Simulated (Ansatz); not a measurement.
# NbTe (P-6m2): single point from an input typed as a dict

Aim: a single point from an input typed as a dict, for NbTe (P-6m2), run from a script.

All numbers are computed with Ansatz 0.2.0 through its Python package. Level of theory: DFT LDA, plane waves, PAW.

### 1 Starting point

The structure is hexagonal, space group P-6m2 (No. 187). The conventional cell has a = 3.703 Å, b = 3.703 Å, c = 3.694 Å, α = 90.00°, β = 90.00°, γ = 120.00°. Around Nb (site symmetry -6m2) lie 6 Te at 2.83 Å. Te (site symmetry -6m2) has 6 Nb at 2.83 Å as nearest neighbours.

The script holds or builds the structure itself.

### 2 Script

deck_nbte.py reads:

```python
import warnings

import ansatz
import numpy as np

warnings.simplefilter("ignore", ansatz.DeckWarning)

inputs = {
    "crystal": {
        "lattice": [[3.702974, 0.0, 0.0], [-1.851487, 3.20687, 0.0], [0.0, 0.0, 3.694211]],
        "atoms": [
            {"symbol": "Nb", "position": [0.0, 0.0, 0.5]},
            {"symbol": "Te", "position": [0.666667, 0.333333, 0.0]},
        ],
    },
    "kpoints": {"mp_grid": {"kspacing": 0.3}},
    "hamiltonian": {"xc": "lda"},
    "scf": {"occupations": {"method": "cold", "width": 0.1}},
    "output": {"forces": True},
}

result = ansatz.Session.from_dict(inputs).plan().execute()
data = result.report

n_atoms = len(data["lattice"]["sites"])
print("F =", round(data["free_energy_ev"], 4), "eV for", n_atoms, "atoms")
print("E(sigma -> 0) =", round(data["energy_sigma0_ev"], 4), "eV, TS =", round(data["entropy_ts_ev"], 5), "eV")
print("closed by", data["closed_by"], "after", data["n_iterations"], "iterations")

forces = np.array(data["forces_ev_ang"])
norms = np.linalg.norm(forces, axis=1)
print("largest force {:.4f} eV/A on atom {}".format(norms.max(), norms.argmax()))
print(np.array2string(forces, precision=4, suppress_small=True))
```

### 3 Running it

On the command line:

```sh
python deck_nbte.py
```

Standard output:

```text
F = -11270.1636 eV for 2 atoms
E(sigma -> 0) = -11270.164 eV, TS = -0.00132 eV
closed by deck_thresholds after 6 iterations
largest force 0.0000 eV/A on atom 0
[[ 0.  0.  0.]
 [-0.  0.  0.]]
```

Wall time 2.4 s (1 thread of Arm Neoverse V2, shared host); peak memory 0.37 GiB.

Lines on the test bed's own set-up are left out of the output.

### 4 What the engine kept of the run

The report of the run holds:

| item | value |
| --- | --- |
| SCF cycles in all | 6 |
| k-points solved | 32 |
| plane waves | 865 |
| bands | 19 |
| valence electrons | 29 |
| free energy (eV) | -11270.16360 |
| Fermi level (eV) | 15.532 |

### 5 Again, from the shell

Run from a file, the same calculation prints its log.

input.yaml reads:

```yaml
crystal:
  lattice:
    - [3.702974, 0.0, 0.0]
    - [-1.851487, 3.20687, 0.0]
    - [0.0, 0.0, 3.694211]
  atoms:
    - { symbol: Nb, position: [0.0, 0.0, 0.5] }
    - { symbol: Te, position: [0.666667, 0.333333, 0.0] }
kpoints:
  mp_grid: { kspacing: 0.3 }
hamiltonian:
  xc: lda
scf:
  occupations: { method: cold, width: 0.1 }
output:
  forces: true
```

On the command line:

```sh
ansatz run input.yaml --threads 1 --pin off --max-ram 3072MiB --backend cpu --events-out ev --progress --plain --runs-dir out
```

Standard output, cut to the lines that bear on the results:

```text
Warning: the atoms were moved onto the symmetric positions of the space group found under crystal.symmetry.tolerance 1.0e-5 (fractional; no operation is sought that the atoms, as they stand in a round, miss by more than twice it, and no atom is moved by as much as it), and the run uses [...]
Warning: RAYON_NUM_THREADS=1 ignored (pool sized by the plan → 1); use --threads N
[...]
Pseudopotentials: kind: paw
Pseudopotential: Nb, paw, valence charge 13, recommended cutoff 420 eV (normal), Nb.paw.azcp
Pseudopotential: Te, paw, valence charge 16, recommended cutoff 420 eV (normal), Te.paw.azcp
Functional definition: SPW92
[...]
Crystal: 2 atoms, lattice volume = 43.869 Å³
Basis set: ecut = 420 eV, 865 PW (Γ)
Bands: 19, of which v1, the nominal top of the filled ones, is band 15 counted from 1 (14 counted from 0)
Symmetry: 12 space group operations
Space group: P-6m2 (ITA 187), of the structure as read, at distance tolerance 3.5e-5 Å
k-points: 32 of 294 (time reversal used)
[...]
SCF iter   1: F=—  HF=-11270.169545 eV  |F-HF|=—  |Δ(HF+E_count)|=         —  Δρ=9.23e-3  dr2=1.94e-2  ethr=1.77e-3  ⟨swp⟩=5.6  Hψ=3076  notcnv=0
[...]
SCF iter   6: F=-11270.163605 eV  HF=-11270.163605 eV  |F-HF|=2.18e-10  |Δ(HF+E_count)|=   5.83e-8  S|Δr|=    0.00e0  Δρ=2.73e-6  dr2=1.19e-9  ethr=3.45e-10  ⟨swp⟩=4.8  Hψ=1994  notcnv=0
[...]
SCF converged after 6 iterations
Stability not checked: this state was not tested for a lower state beside it, because cold or Methfessel-Paxton smearing, or corrected tetrahedra, fill the levels in a way that the test cannot read (fill_not_monotonic; see scf.lower_state_search)
Free energy (F): -11270.163605 eV
[...]
E sigma→0 (E₀):  -11270.164046 eV
Entropy (-TS):   0.001324 eV (0.662 meV/atom)
Fermi energy:    15.531594 eV
Step filling:    the computed levels leave a gap of 0.0360 eV = 0.4 smearing widths at the electron count; against every level under it full and every level over it empty, smearing changes F+E_penalty+E_count by +1.557 meV and its σ→0 estimate by +1.116 meV
[...]
--- Forces (eV/Å), atoms counted from 1 ---
  atom   1  Nb     0.00000000     0.00000000     0.00000000
  atom   2  Te    -0.00000000     0.00000000     0.00000000
[...]
```

Run time: 2 s. Hardware: 1 thread of Arm Neoverse V2, shared host; peak memory 0.29 GiB.

Script and command line differ by 0.000 meV in the energy.

### 6 Outcome

| quantity | value |
| --- | --- |
| free energy | -11270.1636 eV (-5635.0818 eV/atom) |
| gap on the mesh | none |
| largest force | 0.000 eV/Å |

**Reading.** The mesh shows no gap. All forces vanish by symmetry. Notes:
- Spin is left out of this run.
- Under cold or Methfessel-Paxton smearing the entropy term is a generalised one and can be negative.
- For a metal this k-point mesh is coarse: on a finer one energies can move by several to tens of meV an atom and pressures by half a GPa or more, differences at one mesh by less.
- The structure comes from a database of computed cells and needn't be a stable or known phase.
